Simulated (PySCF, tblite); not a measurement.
# C₇H₁₁BN₂: geometry, infrared bands and NMR shifts

Wanted: the infrared bands and NMR shifts of C₇H₁₁BN₂ (`CC#CB(N)N1CC=CC1`), by calculation.

Computed with tblite 0.8.0 and PySCF 2.14.0, with density-fitted response routines of our own, on a single molecule in the gas phase. Atoms are numbered from 0 throughout.

## Step 1: The molecule as given

21 atoms, charge 0, multiplicity 1; geometry from: force field or distance geometry start.

Bonds of the start (Å): C0–C1 1.48, C1–C2 1.19, C2–B3 1.56, B3–N4 1.52, B3–N5 1.52, N5–C6 1.47, C6–C7 1.49, C7–C8 1.35, C8–C9 1.50, C9–N5 1.47, C0–H10 1.09, C0–H11 1.11, C0–H12 1.12, N4–H13 1.06, N4–H14 1.05, C6–H15 1.10, C6–H16 1.11, C7–H17 1.07, C8–H18 1.09, C9–H19 1.09, C9–H20 1.11.

## Step 2: Optimising the geometry with GFN2-xTB

What the job is given:

```
{"job": {"kind": "relax", "xc": "GFN2-xTB", "basis": "xTB"}, "charge": 0, "multiplicity": 1}
C      3.910800     0.369900     1.089800
C      2.564800     0.141500     0.507800
C      1.481900    -0.069900     0.054300
B      0.075700    -0.324200    -0.579500
N     -0.058700    -0.727400    -2.041100
N     -1.018600    -0.854600     0.338900
C     -1.449000     0.184100     1.282400
C     -1.905000     1.253500     0.343900
C     -2.366800     0.586900    -0.738500
C     -2.220200    -0.891800    -0.503000
H      3.929100    -0.118400     2.064800
H      4.701400    -0.030100     0.415100
H      4.093900     1.470500     1.124400
H      0.717200    -0.225000    -2.550300
H      0.233800    -1.738400    -2.074000
H     -0.640600     0.527400     1.944400
H     -2.330300    -0.210600     1.838800
H     -1.883700     2.314300     0.487300
H     -2.786400     1.080300    -1.619700
H     -3.042300    -1.317000     0.074700
H     -2.015800    -1.404100    -1.460900
```

Started as:

```
> OMP_NUM_THREADS=1 python probes_run.py task.json out
```

The driver reads the jobs from task.json and runs them one after another.

**Question.** This job is followed by: GFN2-xTB harmonic vibrations, gas phase; GIAO PBE0/pcSseg-1 NMR shielding, non-relativistic, gas phase. What will the session give for the following? strongest single infrared mode (GFN2-xTB); zero-point energy (GFN2-xTB); ¹³C shifts against TMS (PBE0/pcSseg-1, means over atoms taken as alike); ¹H shifts against TMS (PBE0/pcSseg-1, means over atoms taken as alike); ¹¹B shifts against BF3·OEt2 (PBE0/pcSseg-1); ¹⁵N shifts against NH3 (PBE0/pcSseg-1).

**Answer**, as computed:

```
                                                               quantity                              value
                              strongest single infrared mode (GFN2-xTB)              1412 cm⁻¹, 461 km/mol
                                           zero-point energy (GFN2-xTB)                     106.1 kcal/mol
¹³C shifts against TMS (PBE0/pcSseg-1, means over atoms taken as alike)  135.1, 106.4, 90.2, 60.4, 6.0 ppm
 ¹H shifts against TMS (PBE0/pcSseg-1, means over atoms taken as alike)         5.97, 4.41, 2.38, 2.09 ppm
                            ¹¹B shifts against BF3·OEt2 (PBE0/pcSseg-1)                           16.8 ppm
                                 ¹⁵N shifts against NH3 (PBE0/pcSseg-1)                     88.9, 70.6 ppm
```

Relaxing lowered the energy by 2.219 eV in 133 steps; the close pair that moved most is B3–N5, from 1.524 to 1.408 Å. All 57 modes are real, so the xTB geometry is a minimum. The strongest single mode, at 1412 cm⁻¹, moves mainly B3 and N5. Unscaled tight-binding wavenumbers are off by several per cent, some by more. Its intensities can rank the bands wrongly. At PBE0/pcSseg-1: The widest tensor belongs to C2: span 272 ppm, with a paramagnetic part of -160 ppm.
